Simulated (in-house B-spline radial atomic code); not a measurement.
**Au³³⁺: RPA and G0W0 on different mean-field starts**

Aim: see how far the highest quasi-particle level and the RPA correlation energy of Au³³⁺ depend on the orbitals that they are built on.

Program: an in-house B-spline radial atomic code, version 1. Level of theory: RPA, second order, AC-SOSEX and G0W0 (contour deformation) on a scalar-relativistic mean field, all electrons; no spin-orbit coupling, Breit or QED terms, no two-electron picture change. These are calculated values, not measurements, unless marked.

### 1 The atom as given

```
element       : gold (Z = 79)
charge        : +33
electrons     : 46
configuration : [Kr] 4d10
Hamiltonian   : scalar-relativistic (spin-free one-electron X2C), finite nucleus
starts        : Hartree-Fock, PBE, SCAN, BHandHLYP, CAM-B3LYP
```

The outer shells:

Au33+
```
[Kr] core
4d [↑↓][↑↓][↑↓][↑↓][↑↓]
```

### 2 Hartree-Fock start

The run's settings:

```ini
Z = 79
electrons = 46.0
configuration = [Kr] 4d10
hamiltonian = x2c
method = hf
lmax = 9
rms_radius = 5.4371
spin_polarised = False
box_radius = 2.84
intervals = 61
```

Launch:

```
python run_gw.py task.json out
```

The settings of every run stand in task.json; they run in order.

Results of the run (chosen fields of its result record, rounded):

```text
{
  "status": "converged",
  "energies [hartree]": {
    "mean_field": -18440.68088,
    "exx_total": -18440.68088,
    "exchange": -314.8986314,
    "rpa": -4.0013805,
    "rpa_summed": -3.9293719,
    "direct_second_order": -4.2572732,
    "second_order_exchange": 1.1762183,
    "sosex": 1.1399878
  },
  "rpa_by_multipole [hartree]": [-0.687267, -1.51926, -0.669657, -0.476012, -0.256668, -0.16681, -0.0807786, -0.0447928, -0.0187891, -0.00727783, -0.00174641, -0.000317238],
  "polarisability [bohr^3: independent particles, RPA]": [0.0613502, 0.0446226],
  "gap [hartree]": 10.96821,
  "levels [hartree]": [
    {"name": "4d", "occ": 1, "e": -54.63919, "sx": -4.711159, "vxc": -4.711159, "sc": -0.01209283, "z": 0.9913651, "qp": -54.6552, "tail": -0.003917771},
    {"name": "4p", "occ": 1, "e": -63.92628, "sx": -5.642932, "vxc": -5.642932, "sc": 0.5107039, "z": 0.8998477, "qp": -63.41871, "tail": -0.003123207},
    {"name": "4s", "occ": 1, "e": -71.48908, "sx": -6.250314, "vxc": -6.250314, "sc": 0.6425455, "z": 0.9085687, "qp": -70.84952, "tail": -0.002984711},
    {"name": "3d", "occ": 1, "e": -130.8077, "sx": -10.67464, "vxc": -10.67464, "sc": 0.3892674, "z": 0.9482281, "qp": -130.4219, "tail": -0.003502206},
    {"name": "4f", "occ": 0, "e": -43.67098, "sx": -2.173076, "vxc": -2.173076, "sc": -0.1575549, "z": 0.9932736, "qp": -43.83369, "tail": -0.005159812}
  ]
}
```

It took 2 s on 1 thread, shared host.

In the record, exx_total is the Hartree-Fock functional on the start's orbitals, rpa_summed the RPA energy up to lmax and rpa the same with the tail beyond it, gap the smallest same-spin excitation energy of the start. For a level, e is the start's value, sx and sc the exchange and correlation self-energies, vxc the start's own term, z the quasi-particle weight, and qp = e + sx − vxc + sc + tail. Deeper levels of weight under 0.85 meet poles of the self-energy and are not shown.

G0W0 moves 4d down by 0.436 eV, to -1487.24 eV.

The largest part of the RPA energy comes from multipole 1 (39 % of the sum).

### 3 PBE start

The settings differ from step 2 so:

```diff
@@ -4,3 +4,3 @@
 hamiltonian = x2c
-method = hf
+method = pbe,pbe
 lmax = 9
```

Main fields:

```text
{
  "status": "converged",
  "energies [hartree]": {
    "mean_field": -18444.12594,
    "exx_total": -18440.64805,
    "exchange": -314.8383403,
    "rpa": -4.1957536,
    "rpa_summed": -4.1229756,
    "direct_second_order": -4.5103914,
    "second_order_exchange": 1.2344463,
    "sosex": 1.1904871
  },
  "rpa_by_multipole [hartree]": [-0.715823, -1.61871, -0.69727, -0.496933, -0.26508, -0.172872, -0.0823872, -0.0454468, -0.0190155, -0.00735518, -0.00176329, -0.00032009],
  "polarisability [bohr^3: independent particles, RPA]": [0.0744097, 0.0506716],
  "gap [hartree]": 8.64827,
  "levels [hartree]": [
    {"name": "4d", "occ": 1, "e": -53.55841, "sx": -4.730761, "vxc": -3.657242, "sc": -0.002828824, "z": 0.9887274, "qp": -54.63872, "tail": -0.003957584},
    {"name": "4f", "occ": 0, "e": -44.91014, "sx": -2.207297, "vxc": -3.466452, "sc": -0.1733568, "z": 0.9914985, "qp": -43.8296, "tail": -0.005259686}
  ]
}
```

Wall time 2.2 s (1 thread, shared host).

The 4d level moves from -1457.40 to -1486.80 eV (weight 0.99).

### 4 SCAN start

The settings differ from step 3 so:

```diff
@@ -4,3 +4,3 @@
 hamiltonian = x2c
-method = pbe,pbe
+method = scan,scan
 lmax = 9
```

Main fields:

```text
{
  "status": "converged",
  "energies [hartree]": {
    "mean_field": -18445.09046,
    "exx_total": -18440.66319,
    "exchange": -314.881937,
    "rpa": -4.1617456,
    "rpa_summed": -4.089604,
    "direct_second_order": -4.4687393,
    "second_order_exchange": 1.2236334,
    "sosex": 1.1807737
  },
  "rpa_by_multipole [hartree]": [-0.709049, -1.60652, -0.691957, -0.492862, -0.262891, -0.171364, -0.0816909, -0.045058, -0.0188558, -0.00729171, -0.00174776, -0.000317097],
  "polarisability [bohr^3: independent particles, RPA]": [0.0730754, 0.0500052],
  "gap [hartree]": 8.814247,
  "levels [hartree]": [
    {"name": "4d", "occ": 1, "e": -53.64071, "sx": -4.728491, "vxc": -3.733431, "sc": -0.004350046, "z": 0.9891005, "qp": -54.64403, "tail": -0.003911758},
    {"name": "4f", "occ": 0, "e": -44.82647, "sx": -2.205748, "vxc": -3.375555, "sc": -0.169995, "z": 0.9917679, "qp": -43.83185, "tail": -0.005199114}
  ]
}
```

It took 1.7 s on 1 thread, shared host.

G0W0 moves 4d down by 27.3 eV, to -1486.94 eV.

### 5 BHandHLYP start

The settings differ from step 4 so:

```diff
@@ -4,3 +4,3 @@
 hamiltonian = x2c
-method = scan,scan
+method = bhandhlyp
 lmax = 9
```

Main fields:

```text
{
  "status": "converged",
  "energies [hartree]": {
    "mean_field": -18444.31171,
    "exx_total": -18440.67173,
    "exchange": -314.8717587,
    "rpa": -4.0940347,
    "rpa_summed": -4.0216535,
    "direct_second_order": -4.3759696,
    "second_order_exchange": 1.2036808,
    "sosex": 1.164003
  },
  "rpa_by_multipole [hartree]": [-0.701523, -1.56575, -0.683016, -0.485992, -0.260741, -0.169677, -0.0815601, -0.0451105, -0.0188991, -0.0073153, -0.00175456, -0.000318596],
  "polarisability [bohr^3: independent particles, RPA]": [0.0672049, 0.0474666],
  "gap [hartree]": 9.806673,
  "levels [hartree]": [
    {"name": "4d", "occ": 1, "e": -54.11989, "sx": -4.720823, "vxc": -4.205077, "sc": -0.008036192, "z": 0.9901896, "qp": -54.64761, "tail": -0.003937553},
    {"name": "3d", "occ": 1, "e": -129.2897, "sx": -10.66696, "vxc": -9.158128, "sc": 0.4483047, "z": 0.9488427, "qp": -130.3538, "tail": -0.003510235},
    {"name": "4f", "occ": 0, "e": -44.31321, "sx": -2.190107, "vxc": -2.839556, "sc": -0.1654106, "z": 0.9924587, "qp": -43.83439, "tail": -0.005209403}
  ]
}
```

Run time: 2 s. Hardware: 1 thread, shared host.

G0W0 moves 4d down by 14.4 eV, to -1487.04 eV.

### 6 CAM-B3LYP start

The settings differ from step 5 so:

```diff
@@ -4,3 +4,3 @@
 hamiltonian = x2c
-method = bhandhlyp
+method = camb3lyp
 lmax = 9
```

Main fields:

```text
{
  "status": "converged",
  "energies [hartree]": {
    "mean_field": -18445.20915,
    "exx_total": -18440.65712,
    "exchange": -314.8553294,
    "rpa": -4.1457005,
    "rpa_summed": -4.0731124,
    "direct_second_order": -4.4427327,
    "second_order_exchange": 1.2191069,
    "sosex": 1.1774316
  },
  "rpa_by_multipole [hartree]": [-0.709788, -1.59134, -0.690483, -0.491564, -0.263017, -0.171268, -0.0819939, -0.0452872, -0.0189604, -0.00733617, -0.00175907, -0.000319345],
  "polarisability [bohr^3: independent particles, RPA]": [0.0703657, 0.048903],
  "gap [hartree]": 9.253187,
  "levels [hartree]": [
    {"name": "4d", "occ": 1, "e": -53.85321, "sx": -4.727108, "vxc": -3.947099, "sc": -0.005429566, "z": 0.9895133, "qp": -54.64259, "tail": -0.003947268},
    {"name": "4f", "occ": 0, "e": -44.60002, "sx": -2.200888, "vxc": -3.144459, "sc": -0.1697782, "z": 0.9920058, "qp": -43.83146, "tail": -0.00523714}
  ]
}
```

It took 2.3 s on 1 thread, shared host.

The 4d level moves from -1465.42 to -1486.90 eV (weight 0.99).

### 7 The members side by side

```tsv
start	level	mean field (eV)	G0W0 (eV)	weight	RPA (hartree)	RPA+SOSEX (hartree)	α, direct RPA (bohr³)	time	miss (eV)
Hartree-Fock	4d	-1486.81	-1487.24	0.991	-4.00138	-2.86139	0.04462	2 s	+12.2
PBE	4d	-1457.40	-1486.80	0.989	-4.19575	-3.00527	0.05067	2.2 s	+11.8
SCAN	4d	-1459.64	-1486.94	0.989	-4.16175	-2.98097	0.05001	1.7 s	+11.9
BHandHLYP	4d	-1472.68	-1487.04	0.990	-4.09403	-2.93003	0.04747	2 s	+12.0
CAM-B3LYP	4d	-1465.42	-1486.90	0.990	-4.14570	-2.96827	0.04890	2.3 s	+11.9
```

The miss is the G0W0 removal energy (the level with its sign changed) less the tabulated theoretical ionisation energy, 1475.0 ± 5 eV. Times are single runs on a shared host.

### 8 Outcome

| quantity | value |
| --- | --- |
| highest level, mean field (range over the runs) | -1486.81 to -1457.40 eV |
| highest level, G0W0 (range over the runs) | -1487.24 to -1486.80 eV |
| RPA correlation energy | -4.196 to -4.001 hartree |
| RPA+SOSEX | -3.0053 to -2.8614 hartree |
| tabulated theoretical ionisation energy (4d shell) | 1475.0 ± 5 eV (NIST Atomic Spectra Database, ionization energies) |
| G0W0 removal energy less that value | +11.8 to +12.2 eV |

In words: G0W0 turns a spread of 29.4 eV among the starts into one of 0.45 eV, 1.5 % of it. On the semilocal starts the correction is downwards, 27 to 29 eV, since their self-interaction lifts occupied levels. The RPA energy is largest in size on PBE and smallest on Hartree-Fock, 4.6 % apart; over the runs it loosely follows the gap of the start, as smaller excitation energies give more correlation. All runs miss the tabulated theoretical ionisation energy, 1475.0 ± 5 eV, by about +11.9 eV (+0.81 %), far more than they differ among themselves. Without spin-orbit coupling the level is the average over j, while the tabulated threshold takes the electron from j = 5/2, which is bound less; that pushes the computed values up by a part of the shell's splitting. Read as a removal energy, the bare PBE level is off by -17.6 eV (-1.2 %) and the nearest bare level, BHandHLYP's, by -2.32 eV. Spin-orbit coupling, which splits the 4d shell strongly in so heavy an element, is left out.
